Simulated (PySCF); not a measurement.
# GdH3S3 (Gd(SH)3): the cost of one run

Program: PySCF 2.14.0. Level of theory: several levels, as the steps say, no spin–orbit coupling. These are calculated values, not measurements.

1 further run of the same task is left out (for a known fault of the program).

## (1) Where the work starts

7 atoms, charge 0, spin multiplicity 1.

Bond lengths: Gd1–S2 2.601 Å, Gd1–S4 2.601 Å, Gd1–S6 2.601 Å, S2–H3 1.355 Å, S4–H5 1.355 Å, S6–H7 1.355 Å. Angles: S2–Gd1–S4 120.0°, S2–Gd1–S6 120.0°, S4–Gd1–S6 120.0°, Gd1–S2–H3 94.8°, Gd1–S4–H5 94.8°, Gd1–S6–H7 94.8°.

Coordinates:

```
Gd    0.0000    0.0000    0.9342
S     2.5681   -0.4113    0.9624
H     2.8945    0.9035    0.9544
S    -0.9278    2.4297    0.9624
H    -2.2298    2.0550    0.9544
S    -1.6403   -2.0184    0.9624
H    -0.6648   -2.9585    0.9544
```

Formal oxidation states: Gd +3. Each metal's 7 4f electrons lie in its core potential, so multiplicities, spins and levels count the valence alone. An earlier session relaxed this geometry at PBE0, Gd lcecp-1-SVP with ECP53, S def2-SVP, H def2-SVP (singlet, point group C3).

At PBE0 on the finer grid: E = -1231.637698 Eh, HOMO -7.40 eV, LUMO -2.46 eV, Mulliken charge on Gd1 +0.85 e, largest force component 0.005 eV/Å. 

Levels to run: PBE; B3LYP; PBE0, TZVP. Hardware: 2 threads of Arm Neoverse V2, shared host.

## (2) PBE

The input, run.py (the lines that set the calculation):

```python
mol = gto.M(atom='''
Gd     0.00000     0.00000     0.93418
S      2.56808    -0.41133     0.96242
H      2.89452     0.90354     0.95443
S     -0.92782     2.42969     0.96242
H     -2.22975     2.05496     0.95443
S     -1.64026    -2.01836     0.96242
H     -0.66477    -2.95850     0.95443''',
    basis={'Gd': 'lcecp-1-SVP', 'S': 'def2-SVP', 'H': 'def2-SVP'},
    ecp={'Gd': 'lcecp-1-SVP'},
    charge=0, spin=0)
mf = dft.RKS(mol, xc='PBE')
mf.grids.atom_grid = (75, 302)  # f atoms: unpruned, at least (60, 302)
mf = mf.density_fit()  # fitting sets: Gd AutoAux, S def2-universal-JKFIT, H def2-universal-JKFIT
mf.conv_tol = 1e-08; mf.max_cycle = 55
mf.kernel(dm0)  # dm0: the density of the relaxed state
```

Command:

```
$ OMP_NUM_THREADS=2 python run.py
```

**Question.** How long does this run take on 2 threads of Arm Neoverse V2, shared host?

About 5.5 s.
